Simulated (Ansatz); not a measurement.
# FH₂InO (SMILES [OH][InH][F]): single points off equilibrium

An exercise on one series of results from a longer session: the logs are not shown, and one member is left open.

The runs use Ansatz 0.2.0, Gaussian basis; single points in def2-TZVPP.

Correlated methods freeze the cores. Filled d shells of the heavier atoms are correlated. Core potentials replace the inner electrons past krypton, and spin-orbit coupling is left out.

## The system as given

SMILES `[OH][InH][F]`, 5 atoms, charge 0, spin multiplicity 1.

Atoms are counted from 1 here; the program's logs count them from 0.

Bond lengths: O1–In2 1.723 Å, O1–H4 0.977 Å, In2–F3 2.101 Å, In2–H5 1.796 Å. Angles: In2–O1–H4 113.1°, O1–In2–F3 109.7°, O1–In2–H5 131.7°, F3–In2–H5 118.5°.

Geometry (Å):

```csv
atom,x (Å),y (Å),z (Å)
O1,-1.01690,0.22040,-0.78950
In2,0.48780,0.16820,0.04790
F3,0.68420,-1.67550,1.03670
H4,-1.52570,-0.61020,-0.71400
H5,1.77850,1.39840,0.26620
```

Set-up of the first run:

run/in.yaml

```yaml
crystal:
  periodic: [false, false, false]
  atoms:
    - {symbol: O, position_ang: [-1.016900, 0.220400, -0.789500]}
    - {symbol: In, position_ang: [0.487800, 0.168200, 0.047900]}
    - {symbol: F, position_ang: [0.684200, -1.675500, 1.036700]}
    - {symbol: H, position_ang: [-1.525700, -0.610200, -0.714000]}
    - {symbol: H, position_ang: [1.778500, 1.398400, 0.266200]}
basis:
  gaussian: {orbitals: def2-TZVPP}
correlation: {method: ccsd_t}
output: {forces: true}
```

No record of the launch command was kept for these runs.

Steps of the session up to this table: CCSD(T)/def2-TZVPP; PBE0-D4/def2-TZVPP; wB97M-V/def2-TZVPP; r2SCAN-D4/def2-TZVPP; PBE-D4/def2-TZVPP; r2SCAN0-D4/def2-TZVPP; SPW92/def2-TZVPP.

One table of the session follows, with a row left open; its other results are not shown here.

| method | RMS force component (eV/Å) | angle to CCSD(T) forces (°) | dipole (D) |
| --- | --- | --- | --- |
| CCSD(T) | 3.883 | reference | 2.58 |
| PBE0-D4 | 3.756 | 1.0 | 2.58 |
| wB97M-V | ? | ? | ? |
| r2SCAN-D4 | 3.788 | 1.2 | 2.54 |
| PBE-D4 | 3.790 | 4.0 | 2.46 |
| r2SCAN0-D4 | 3.773 | 2.2 | 2.63 |
| SPW92 | 3.485 | 3.3 | 2.51 |

**Question.** Estimate the row for wB97M-V.

**Answer.** RMS force component (eV/Å): 3.824; angle to CCSD(T) forces (°): 1.1; dipole (D): 2.55. In the column «RMS force component (eV/Å)» it lies between PBE-D4 (3.790) and CCSD(T) (3.883).
